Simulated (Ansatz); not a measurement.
# ZnPt: the cost of one run

Program: Ansatz 0.2.0. Level of theory: DFT PBEsol, scalar-relativistic, plane waves, PAW. These are calculated values, not measurements.

## Step 1: The structure to begin with

The structure is tetragonal, space group P4/mmm (No. 123). Conventional cell: a = 2.864 Å, b = 2.864 Å, c = 3.510 Å, α = 90.00°, β = 90.00°, γ = 90.00°. Around Zn (site symmetry 4/mmm) lie 8 Pt at 2.68 Å and 4 Zn at 2.86 Å. Pt (site symmetry 4/mmm) has 8 Zn at 2.68 Å and 4 Pt at 2.86 Å in its first shell of neighbours.

As a file:

```
CELL_PARAMETERS angstrom
2.86400 0.00000 0.00000
0.00000 2.86400 0.00000
0.00000 0.00000 3.51000
ATOMIC_POSITIONS crystal
Zn 0.50000 0.50000 0.50000
Pt 0.00000 0.00000 0.00000
```

No relaxation comes first: the listed cell is the starting point.

## Step 2: Zero of energy

Reference values: F = -15665.8527 eV; pressure -5.85 GPa; largest force 0.000 eV/Å; gap on the mesh none (metal). It was computed beforehand with the settings of the runs below.

## Step 3: Next: biaxial against axial strain

The cell is strained by p along both x and y and by q along z, with fractional coordinates fixed.

## Step 4: p = -0.080, q = -0.080

Contents of input.yaml:

```yaml
crystal:
  lattice:
    - [2.63488, 0.0, 0.0]
    - [0.0, 2.63488, 0.0]
    - [0.0, 0.0, 3.2292]
  atoms:
    - { symbol: Zn, position: [0.5, 0.5, 0.5] }
    - { symbol: Pt, position: [0.0, 0.0, 0.0] }
basis:
  ecutwfc: 420
kpoints:
  mp_grid: { grid: [16, 16, 14] }
hamiltonian:
  xc: pbesol
scf:
  occupations: { method: gaussian, width: 0.15 }
output:
  forces: true
  stress: true
  eigenvalues: true
```

Run with:

```sh
$ ansatz run input.yaml --threads 1 --pin off --max-ram 2560MiB --backend cpu --events-out ev --progress --plain --runs-dir out
```

**Question.** How long does this run take on 1 thread of Arm Neoverse V1, shared host, and how much memory does it need?

About 8 s, with a peak of 0.41 GiB.
